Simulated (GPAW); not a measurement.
Runs of GPAW 26.7.0 on ZrSiO. Symmetry: P4/nmm, No. 129, tetragonal system. The conventional cell has a = 3.320 Å, b = 3.320 Å, c = 7.352 Å, α = 90.00°, β = 90.00°, γ = 90.00°. Zr (site symmetry 4mm) has 5 O at 2.23 to 2.42 Å as nearest neighbours. Around Si (site symmetry -4m2) lie 4 Si at 2.35 Å. O (site symmetry 4mm) is surrounded by 5 Zr at 2.23 to 2.42 Å. The cell comes from a database or a generator and needn't be the stable form of this composition.

```tsv
task	level	potentials or basis	k mesh	band path	band points	mesh quality	pressure (GPa)	largest force (eV/Å)
band structure	r2SCAN	GPAW PAW data sets (gpaw-data 1.2.1), pw	5 × 5 × 3	GXMGZRAZ,XR,MA	80	coarse	(a)	0.31
single point	PBEsol	PAW data sets generated in the run's folder for this functional, pw	8 × 8 × 4	-	-	not flagged	-7.2	0.40
band structure	LDA	the program's PAW data sets (release 1.2.1) made for this functional, pw	5 × 5 × 3	GXMGZRAZ,XR,MA	80	coarse	(c)	0.66
band structure	PBEsol	PAW data sets generated in the run's folder for this functional, pw	5 × 5 × 3	GXMGZRAZ,XR,MA	80	coarse	-7.1	(b)
```

Alike in all rows: no spin polarisation; cell as given; cutoff (eV) 800; smearing fermi-dirac 0.05 eV.

Problem. Fill in the values left out.

Solution. (a) -3.9; (b) 0.50; (c) -11.3.

Caveats: some runs use coarse meshes; the PAW data sets were made with another functional, which shifts forces and pressure a little (some runs).
